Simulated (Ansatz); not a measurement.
# CH4S2Sn: small, medium and large basis sets

One table from this session's results is given with a row withheld; the runs are named, their logs left out.

Computed with Ansatz 0.2.0, Gaussian basis. Level: one geometry, several basis sets.

Levels to be run: PBE0-D4/def2-SVP; ωB97M-V/def2-SVP; PBE0-D4/def2-QZVPP; ωB97M-V/def2-QZVPP; the functionals' def2-TZVPP values are taken from earlier runs.

## The geometry

An earlier PBE0-D4 in a triple-zeta def2 set relaxation fixed the geometry. Sn takes the def2 core potential; no spin-orbit term is included.

SMILES `C[S][Sn][SH]`, 8 atoms, charge 0, spin multiplicity 1.

Atoms are counted from 1 here; the program's logs count them from 0.

Bond lengths: C1–S2 1.809 Å, C1–H5 1.090 Å, C1–H6 1.090 Å, C1–H7 1.090 Å, S2–Sn3 2.424 Å, Sn3–S4 2.439 Å, S4–H8 1.342 Å. Angles: S2–C1–H5 111.2°, S2–C1–H6 111.2°, S2–C1–H7 107.0°, H5–C1–H6 110.1°, H5–C1–H7 108.6°, H6–C1–H7 108.6°, C1–S2–Sn3 110.5°, S2–Sn3–S4 101.5°, Sn3–S4–H8 98.4°.

The first run:

The input, in.yaml:

```yaml
crystal:
  periodic: [false, false, false]
  atoms:
    - {symbol: C, position_ang: [0.296672, 1.025149, -0.382225]}
    - {symbol: S, position_ang: [0.752562, 0.720795, 1.342098]}
    - {symbol: Sn, position_ang: [0.090341, -1.511472, 2.014835]}
    - {symbol: S, position_ang: [-0.930896, -2.354481, -0.033242]}
    - {symbol: H, position_ang: [-0.782760, 0.962116, -0.521534]}
    - {symbol: H, position_ang: [0.802631, 0.329766, -1.052298]}
    - {symbol: H, position_ang: [0.619930, 2.038037, -0.623428]}
    - {symbol: H, position_ang: [-0.756280, -1.267111, -0.800008]}
basis:
  gaussian: {orbitals: def2-SVP}
hamiltonian: {xc: pbe0, dispersion: d4}
output: {orbitals: {seedname: orbitals}}
```

Started as:

```
ansatz run in.yaml --threads 2 --pin off --events-out ev --progress --plain --max-ram 32768MiB --backend cpu
```

Among the steps run: PBE0-D4 in def2-SVP; ωB97M-V in def2-SVP; PBE0-D4 in def2-QZVPP; ωB97M-V in def2-QZVPP.

One table of the session follows, with a row left open; its other results are not shown here.

It belongs to the step «Functionals by basis». 

```
functional       basis  HOMO (eV)  LUMO (eV)
   PBE0-D4    def2-SVP      -6.97      -2.24
   PBE0-D4  def2-TZVPP      -7.04      -2.33
   PBE0-D4  def2-QZVPP      -7.07      -2.36
   ωB97M-V    def2-SVP          ?          ?
   ωB97M-V  def2-TZVPP      -9.05      -0.65
   ωB97M-V  def2-QZVPP      -9.08      -0.69
```

Estimate the missing values for ωB97M-V, def2-SVP.

The run gave: HOMO (eV): -8.95; LUMO (eV): -0.48. In the column «HOMO (eV)» it lies between ωB97M-V, def2-TZVPP (-9.05) and PBE0-D4, def2-QZVPP (-7.07).
